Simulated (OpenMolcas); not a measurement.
# triplet SiHClF2: levels of theory compared

We compute a comparison of 5 runs (UBLYP/6-311+G**, UPBE/6-311+G**, USVWN5/6-311+G**, UTPSS/6-311+G**, ROMP2/6-311+G**) of triplet SiHClF2. 

The calculation is run with OpenMolcas 26.06.

## (1) The structure to begin with

SiHClF2 has 5 atoms, charge 0, and is taken as a triplet. SMILES of the parent species: `F[SiH](F)Cl`. Geometry: relaxed at PBE0-D4/def2-TZVP. That shape belongs to the parent species and isn't relaxed for this state.

Bond lengths: F1–Si2 1.577 Å, Si2–F3 1.577 Å, Si2–Cl4 2.018 Å, Si2–H5 1.465 Å. Angles: F1–Si2–F3 107.6°, F1–Si2–Cl4 109.0°, F3–Si2–Cl4 109.0°, F1–Si2–H5 109.8°, F3–Si2–H5 109.8°, Cl4–Si2–H5 111.5°.

## (2) A single-point energy at UBLYP/6-311+G(d,p) (run 1)

Contents of test.input:

```
* ClF2HSi Kohn-Sham DFT
>>> EXPORT MOLCAS_PRINT=2
&GATEWAY
BasLib=$CurrDir
BasisSet
F.6-311pGss....
F1 -0.339600 -0.621400 1.420100 angstrom
F3 -0.033500 1.566800 0.156500 angstrom
End of Basis
BasisSet
Si.6-311pGss....
Si2 0.095900 -0.000200 0.037800 angstrom
End of Basis
BasisSet
Cl.6-311pGss....
Cl4 -1.157500 -0.656000 -1.401500 angstrom
End of Basis
BasisSet
H.6-311pGss....
H5 1.484600 -0.363000 -0.254200 angstrom
End of Basis
&SEWARD
GridInput
Grid=UltraFine
End of Grid
&SCF
UHF
Spin=3
KSDFT=BLYP
Thresholds=1e-10 1e-07 1e-07 1e-05
PrOrbitals=1
```

The basis set 6-311+G** is read from a file made from the Basis Set Exchange's data (not shown).

Run with:

```sh
$ export MOLCAS_MEM=1860
$ pymolcas test.input > test.log
```

Log:

```text
--- Start Module: gateway ---
[...]
--- Stop Module: gateway /rc=_RC_ALL_IS_WELL_ ---
--- Start Module: seward ---
[...]
      Basis functions          110
--- Stop Module: seward /rc=_RC_ALL_IS_WELL_ ---
[...]
--- Start Module: scf ---
[...]
       Convergence after  34 Iterations
[...]
::    Total KS-DFT energy                            -949.9217583130
[...]
      Total spin, S                                     1.0007979065
[...]
      Dipole Moment (debye):
      Origin of the operator (angstrom)=   -0.4256   -0.0525   -0.1791
                   X=  1.2667E+00               Y= -5.1277E-01               Z= -5.8192E-01           Total=  1.4853E+00
      Quadrupole Moment (debye*angstrom):
[...]
--- Stop Module: scf /rc=_RC_ALL_IS_WELL_ ---
[...]
```

It took 76 s on 1 thread of Arm Neoverse V1, shared host; peak memory 0.65 GiB.

## (3) The energy at UPBE/6-311+G(d,p) (run 2)

Contents of test.inp:

```
&GATEWAY
 BasLib=$CurrDir
 Coord
 5
 angstrom
 F       -0.339600      -0.621400       1.420100
 Si       0.095900      -0.000200       0.037800
 F       -0.033500       1.566800       0.156500
 Cl      -1.157500      -0.656000      -1.401500
 H        1.484600      -0.363000      -0.254200
 Basis=6-311pGss
 Group=NoSym

&SEWARD
 GridInput
 Grid=UltraFine
 End of Grid

&SCF
 UHF
 Spin=3
 KSDFT=PBE
 Thresholds=1e-10 1e-07 1e-07 1e-05
 PrOrbitals=1 1
```

The basis set 6-311+G** is read from a file made from the Basis Set Exchange's data (not shown).

Run with:

```sh
$ export MOLCAS_MEM=1860
$ pymolcas test.inp > test.log
```

Log:

```text
--- Start Module: gateway ---
[...]
--- Stop Module: gateway /rc=_RC_ALL_IS_WELL_ ---
--- Start Module: seward ---
[...]
      Basis functions          110
--- Stop Module: seward /rc=_RC_ALL_IS_WELL_ ---
[...]
--- Start Module: scf ---
[...]
       Convergence after  34 Iterations
[...]
::    Total KS-DFT energy                            -949.4091473583
[...]
      Total spin, S                                     1.0007128075
[...]
      Total electronic charge=   50.000000
      Total            charge=   -0.000000
[...]
      Dipole Moment (debye):
      Origin of the operator (angstrom)=   -0.4256   -0.0525   -0.1791
                   X=  1.0371E+00               Y= -4.9124E-01               Z= -6.0045E-01           Total=  1.2952E+00
      Quadrupole Moment (debye*angstrom):
[...]
--- Stop Module: scf /rc=_RC_ALL_IS_WELL_ ---
[...]
```

Run time: 78 s. Hardware: 1 thread of Arm Neoverse V1, shared host; peak memory 0.65 GiB.

## (4) The energy at USVWN5/6-311+G(d,p) (run 3)

Contents of run.inp:

```
&gateway
baslib
$CurrDir
basisset
F.6-311pGss....
F1 -0.339600 -0.621400 1.420100 angstrom
F3 -0.033500 1.566800 0.156500 angstrom
End of Basis
basisset
Si.6-311pGss....
Si2 0.095900 -0.000200 0.037800 angstrom
End of Basis
basisset
Cl.6-311pGss....
Cl4 -1.157500 -0.656000 -1.401500 angstrom
End of Basis
basisset
H.6-311pGss....
H5 1.484600 -0.363000 -0.254200 angstrom
End of Basis
&seward
gridinput
Grid=UltraFine
End of Grid
&scf
uhf
spin
3
ksdft
SVWN5
thresholds
1e-10 1e-07 1e-07 1e-05
prorbitals
1
```

The basis set 6-311+G** is read from a file made from the Basis Set Exchange's data (not shown).

Run with:

```sh
$ export MOLCAS_MEM=1860
$ pymolcas run.inp > run.log
```

Log:

```text
--- Start Module: gateway ---
[...]
--- Stop Module: gateway /rc=_RC_ALL_IS_WELL_ ---
--- Start Module: seward ---
[...]
      Basis functions          110
--- Stop Module: seward /rc=_RC_ALL_IS_WELL_ ---
[...]
--- Start Module: scf ---
[...]
       Convergence after  35 Iterations
[...]
::    Total KS-DFT energy                            -946.0463758630
[...]
      Total spin, S                                     1.0004814395
[...]
      Total electronic charge=   50.000000
      Total            charge=   -0.000000
[...]
      Dipole Moment (debye):
      Origin of the operator (angstrom)=   -0.4256   -0.0525   -0.1791
                   X=  1.1273E+00               Y= -4.8904E-01               Z= -5.7452E-01           Total=  1.3565E+00
      Quadrupole Moment (debye*angstrom):
[...]
--- Stop Module: scf /rc=_RC_ALL_IS_WELL_ ---
[...]
```

It took 56 s on 1 thread of Arm Neoverse V1, shared host; peak memory 0.65 GiB.

Run 4 isn't shown in full; the table further down has it.

## (5) A single-point energy at ROMP2/6-311+G(d,p) (run 5)

Contents of mol.input:

```
&GATEWAY
  BasLib=$CurrDir
  BasisSet
  F.6-311pGss....
  F1 -0.339600 -0.621400 1.420100 angstrom
  F3 -0.033500 1.566800 0.156500 angstrom
  End of Basis
  BasisSet
  Si.6-311pGss....
  Si2 0.095900 -0.000200 0.037800 angstrom
  End of Basis
  BasisSet
  Cl.6-311pGss....
  Cl4 -1.157500 -0.656000 -1.401500 angstrom
  End of Basis
  BasisSet
  H.6-311pGss....
  H5 1.484600 -0.363000 -0.254200 angstrom
  End of Basis

&SEWARD

&SCF
  UHF
  Spin=3
  Thresholds=1e-10 1e-07 1e-07 1e-05
  PrOrbitals=1 1

&RASSCF
  FileOrb=$Project.UnaOrb
  Spin=3
  Nactel=2 0 0
  Inactive=24
  Ras2=2
  OutOrbitals=Canonical
  OrbListing=NoCore

&CASPT2
  IPEA=0.0
  Frozen=12
```

The basis set 6-311+G** is read from a file made from the Basis Set Exchange's data (not shown).

Run with:

```sh
$ export MOLCAS_MEM=1860
$ pymolcas mol.input > mol.log
```

Log:

```text
--- Start Module: gateway ---
[...]
--- Stop Module: gateway /rc=_RC_ALL_IS_WELL_ ---
[...]
      Basis functions          110
[...]
       Convergence after  33 Iterations
[...]
::    Total SCF energy                               -947.8251917939
[...]
      Total spin, S                                     1.0030794504
[...]
--- Start Module: rasscf ---
[...]
      Number of active orbitals                  2
[...]
      Spin quantum number                      1.0
[...]
      Active orbitals                            2
[...]
      Number of CSFs                             1
[...]
      Number of root(s) required                 1
[...]
      Convergence after 18 iterations
[...]
      printout of CI-coefficients larger than  0.05 for root  1
      energy=    -947.820152
      conf/sym  11     Coeff  Weight
             1  uu   1.00000 1.00000
      Natural orbitals and occupation numbers for root  1
      sym 1:   1.000000   1.000000
      ************************************************************************************************************************
      *                                                    Final results                                                     *
[...]
::    RASSCF root number  1 Total energy:   -947.82015164
[...]
      Total electronic charge=   50.000000
      Total            charge=   -0.000000
[...]
      Dipole Moment (debye):
      Origin of the operator (angstrom)=   -0.4256   -0.0525   -0.1791
                   X=  1.8182E+00               Y= -4.9840E-02               Z=  3.5320E-01           Total=  1.8528E+00
      Quadrupole Moment (debye*angstrom):
[...]
--- Stop Module: rasscf /rc=_RC_ALL_IS_WELL_ ---
[...]
--- Start Module: caspt2 ---
[...]
 ###    WARNING: User changed nr of frozen orbitals.                         ###
 ###############################################################################
[...]
      E2 (Variational):          -0.6480333868
      Total energy:            -948.4681850240
[...]
      Reference weight:           0.85333
[...]
::    CASPT2 Root  1     Total energy:   -948.46818502
[...]
--- Stop Module: caspt2 /rc=_RC_ALL_IS_WELL_ ---
[...]
```

Wall time 43 s (1 thread of Arm Neoverse V1, shared host); peak memory 0.65 GiB.

## (6) Overview of the runs

```csv
run,level,integration grid,frozen core orbitals,energy (Eh),dipole moment (D),HOMO energy (eV),⟨S²⟩,wall time
1,UBLYP/6-311+G**,UltraFine,–,-949.921758,1.49,-1.60,2.002,76 s
2,UPBE/6-311+G**,UltraFine,–,-949.409147,1.30,-1.70,2.002,78 s
3,USVWN5/6-311+G**,UltraFine,–,-946.046376,1.36,-1.79,2.001,56 s
4,UTPSS/6-311+G**,UltraFine,–,-949.980516,1.20,-1.58,2.004,1.7 min
5,ROMP2/6-311+G**,–,12,-948.468185,–,–,–,43 s
```

## (7) Results

```
           quantity          value
run 5: total energy  -948.46819 Eh
```

**Reading.** Over runs 1, 2, 3, 4 the dipole moment (its size) runs from 1.20 D (UTPSS/6-311+G**) to 1.49 D (UBLYP/6-311+G**). Totals of different functionals can't be ranked against each other. All runs together took 5.9 min, the longest 1.7 min.
